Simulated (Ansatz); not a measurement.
This was printed by a script on the Python package of Ansatz (0.2.0), for a ladder of methods at one geometry of C₂H₆GeN₂, SMILES [CH3][GeH2][N]=C=N. What did the script look like? Settings (for the species named): LDA, def2-SVP basis, multiplicity 1. The script varies functional: lda, blyp, revpbe, pbe0, hf, hse06.

```xyz
11

C    -0.9232    0.8188    0.4568
Ge    0.8258    0.3346    0.9615
N     1.4563   -0.9558   -0.2211
C     0.8532   -1.3593   -1.1794
N     0.0697   -1.7884   -2.1611
H    -1.3484    1.6488    1.1485
H    -1.6114   -0.0205    0.4775
H    -0.9154    1.2973   -0.5897
H     1.7581    1.5976    0.9683
H     0.8014   -0.2367    2.4245
H    -0.9007   -1.3934   -2.2651
```

```console
$ python c2h6gen2_methods.py
functional    E (Ha)        dipole (D)   HOMO (eV)  LUMO (eV)
lda          -2261.094595     3.670      -5.657     -1.912
blyp         -2265.870633     3.453      -5.313     -1.617
revpbe       -2265.681466     3.512      -5.464     -1.706
pbe0         -2265.402565     3.715      -6.830     -0.835
hf           -2263.040541     3.915      -9.913      3.000
hse06        -2265.393362     3.711      -6.433     -1.218
```

The script that was run (others could print the same):

`c2h6gen2_methods.py`
```python
from pathlib import Path
import warnings

import ansatz as az
from ase import Atoms
import numpy as np

BASIS = 'def2-SVP'


def main() -> None:
    warnings.simplefilter('ignore', az.DeckWarning)

    atoms = Atoms(['C', 'Ge', 'N', 'C', 'N', 'H', 'H', 'H', 'H', 'H', 'H'], positions=[
        [-0.9232, 0.8188, 0.4568],
        [0.8258, 0.3346, 0.9615],
        [1.4563, -0.9558, -0.2211],
        [0.8532, -1.3593, -1.1794],
        [0.0697, -1.7884, -2.1611],
        [-1.3484, 1.6488, 1.1485],
        [-1.6114, -0.0205, 0.4775],
        [-0.9154, 1.2973, -0.5897],
        [1.7581, 1.5976, 0.9683],
        [0.8014, -0.2367, 2.4245],
        [-0.9007, -1.3934, -2.2651],
    ])
    molecule = az.Crystal.molecule_from_ase(atoms)

    setup = molecule.calculation().basis(gaussian=BASIS)

    print('functional    E (Ha)        dipole (D)   HOMO (eV)  LUMO (eV)')
    for name in ['lda', 'blyp', 'revpbe', 'pbe0', 'hf', 'hse06']:
        summary = setup.functional(name).forces().orbitals().run(runs_dir='runs').report
        lines = Path(summary['orbitals_path']).read_text().splitlines()
        field_of = lambda key: [line.split('=')[1].strip() for line in lines if line.startswith(key)]
        orbitals = [(27.211386 * float(e), s, float(n)) for e, s, n in zip(field_of('Ene='), field_of('Spin='), field_of('Occup='))]
        homo = max(e for e, _, n in orbitals if n > 0.5)
        lumo = min(e for e, _, n in orbitals if n < 0.5)
        dipole = 4.803205 * np.linalg.norm(summary['charge_distribution']['dipole_moment_e_ang'])
        print(f'{name:10s} {summary["free_energy_ev"] / 27.211386246:14.6f} {dipole:9.3f} {homo:11.3f} {lumo:10.3f}')


if __name__ == '__main__':
    main()
```

What to keep in mind:
- Total energies depend on the basis set; only differences at equal settings carry meaning.
- The geometry is a force-field or estimated start, not a minimum of this method, and the basis set is short of its limit. A lower total doesn't mark the better method: functionals have no common bound, and MP2 and coupled cluster aren't variational.
- Levels such as HOMO and LUMO are orbital energies: with these approximate functionals they aren't the ionisation energy and electron affinity, and their gap isn't the fundamental gap.
- hse06 follows the composition of plane-wave codes, whose totals differ by tens of mHa, up to about 0.1 Ha, from the form usual in Gaussian-basis programs (wpbeh).
- It ran for 33 s on 1 thread of Arm Neoverse V1, with other jobs on the host, peak memory 0.36 GiB.
